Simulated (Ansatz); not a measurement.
# C₃H₆ClNSi: up Jacob's ladder to CCSD(T)

Aim: compute C₃H₆ClNSi with functionals from several rungs and with coupled cluster. The yardstick is the atomisation energy at the CCSD(T) limit.

The runs use Ansatz 0.2.0, Gaussian basis; functionals in def2-TZVPP, the program's frozen cores in correlated methods.

Plan: LDA (SPW92), PBE-D4, revPBE-D4, BLYP-D4, r2SCAN-D4, B97M-V, PBE0-D4, B3LYP-D4, r2SCANh-D4, r2SCAN0-D4, HSE06-D4, BHLYP-D4, CAM-B3LYP-D4, LC-ωPBE, ωB97X-V, ωB97M-V, B2PLYP, PBE-QIDH; CCSD(T)/def2-SVP; CCSD(T)/def2-TZVPP; MP2/def2-QZVPP; extrapolation to the limit; RPA on PBE.

## Step 1: The geometry

All runs share one geometry, relaxed beforehand with PBE0-D4 in a triple-zeta def2 set.

SMILES `C[Si](C)(Cl)C#N`, 12 atoms, charge 0, spin multiplicity 1.

Atoms are counted from 1 here; the program's logs count them from 0.

Bond lengths: C1–Si2 1.849 Å, C1–H7 1.093 Å, C1–H8 1.091 Å, C1–H9 1.093 Å, Si2–C3 1.849 Å, Si2–Cl4 2.052 Å, Si2–C5 1.858 Å, C3–H10 1.091 Å, C3–H11 1.092 Å, C3–H12 1.093 Å, C5–N6 1.152 Å. Angles: Si2–C1–H7 110.3°, Si2–C1–H8 110.8°, Si2–C1–H9 110.2°, H7–C1–H8 108.5°, H7–C1–H9 108.6°, H8–C1–H9 108.5°, C1–Si2–C3 114.9°, C1–Si2–Cl4 109.9°, C1–Si2–C5 107.9°, C3–Si2–Cl4 109.9°, C3–Si2–C5 107.9°, Cl4–Si2–C5 105.9°, Si2–C3–H10 110.8°, Si2–C3–H11 110.3°, Si2–C3–H12 110.2°, H10–C3–H11 108.5°, H10–C3–H12 108.5°, H11–C3–H12 108.6° and more.

## Step 2: LDA

This LDA is Slater exchange with PW92 correlation.

in.yaml

```yaml
crystal:
  periodic: [false, false, false]
  atoms:
    - {symbol: C, position_ang: [-1.208101, -0.578539, 0.995958]}
    - {symbol: Si, position_ang: [-0.186952, 0.005392, -0.431074]}
    - {symbol: C, position_ang: [1.630242, -0.293767, -0.262395]}
    - {symbol: Cl, position_ang: [-0.875308, -0.832255, -2.173281]}
    - {symbol: C, position_ang: [-0.449648, 1.835561, -0.609419]}
    - {symbol: N, position_ang: [-0.597001, 2.975580, -0.683465]}
    - {symbol: H, position_ang: [-1.101554, -1.658700, 1.120288]}
    - {symbol: H, position_ang: [-2.263448, -0.351274, 0.835559]}
    - {symbol: H, position_ang: [-0.884774, -0.088543, 1.918044]}
    - {symbol: H, position_ang: [2.168478, 0.093373, -1.129321]}
    - {symbol: H, position_ang: [1.831214, -1.364447, -0.179879]}
    - {symbol: H, position_ang: [2.013755, 0.202316, 0.632984]}
basis:
  gaussian: {orbitals: def2-TZVPP}
hamiltonian: {xc: lda}
output: {orbitals: {seedname: orbitals}}
```

Run with:

```
ansatz run in.yaml --threads 4 --pin off --events-out ev --progress --plain --max-ram 10444MiB
```

Further steps of the session: PBE-D4 (GGA); revPBE-D4 (GGA); BLYP-D4 (GGA); r2SCAN-D4 (meta-GGA); B97M-V (meta-GGA); B3LYP-D4 (hybrid); r2SCANh-D4 (hybrid); r2SCAN0-D4 (hybrid); HSE06-D4 (hybrid); BHLYP-D4 (hybrid); CAM-B3LYP-D4 (range-separated); LC-ωPBE (range-separated); ωB97X-V (range-separated); ωB97M-V (range-separated); B2PLYP (double hybrid); PBE-QIDH (double hybrid); CCSD(T) in def2-SVP; CCSD(T) in def2-TZVPP; MP2 in def2-QZVPP; RPA on PBE orbitals.

**Question.** What will the summary of the whole plan be? Wanted: atomisation energy, CCSD(T)/CBS; farthest beyond LDA; mean size of error, GGA; mean size of error, meta-GGA; mean size of error, hybrid; mean size of error, range-separated; mean size of error, double hybrid; gap, smallest and largest; T1 diagnostic.

The runs gave:

| quantity | value |
| --- | --- |
| atomisation energy, CCSD(T)/CBS | 50.347 eV |
| functionals within 0.252 eV (0.5 %) | revPBE-D4, BLYP-D4, r2SCAN-D4, B97M-V, PBE0-D4, B3LYP-D4, r2SCANh-D4, HSE06-D4, CAM-B3LYP-D4, LC-ωPBE, ωB97X-V, PBE-QIDH |
| farthest beyond LDA | BHLYP-D4 (-1.443 eV) |
| mean size of error, GGA | 0.399 eV |
| mean size of error, meta-GGA | 0.158 eV |
| mean size of error, hybrid | 0.475 eV |
| mean size of error, range-separated | 0.185 eV |
| mean size of error, double hybrid | 0.294 eV |
| gap, smallest and largest | 6.03 eV (LDA (SPW92)), 13.61 eV (LC-ωPBE) |
| T1 diagnostic | 0.0110 |
| triples share of the correlation energy | 4.4 % |

**Reading.** LDA overbinds by 6.722 eV (13 %). PBE-D4 is off by +1.125 eV. Double hybrids carry the basis error of their MP2 part in triple zeta, and no dispersion term here, so their miss is partly the set-up's. The rungs meta-GGA, range-separated miss on average by less than the doubt on the reference (0.252 eV), so they tie. The reference freezes the cores and leaves out relativity and excitations past (T), so misses under about 0.252 eV can't be ranked. Hartree-Fock recovers 73 % of the binding; the rest is correlation. CCSD(T) in def2-SVP is off by -2.823 eV, so the small basis spoils what the method gains. The gap grows from 6.0 to 13.6 eV across the functionals, mostly with the share of exact exchange.
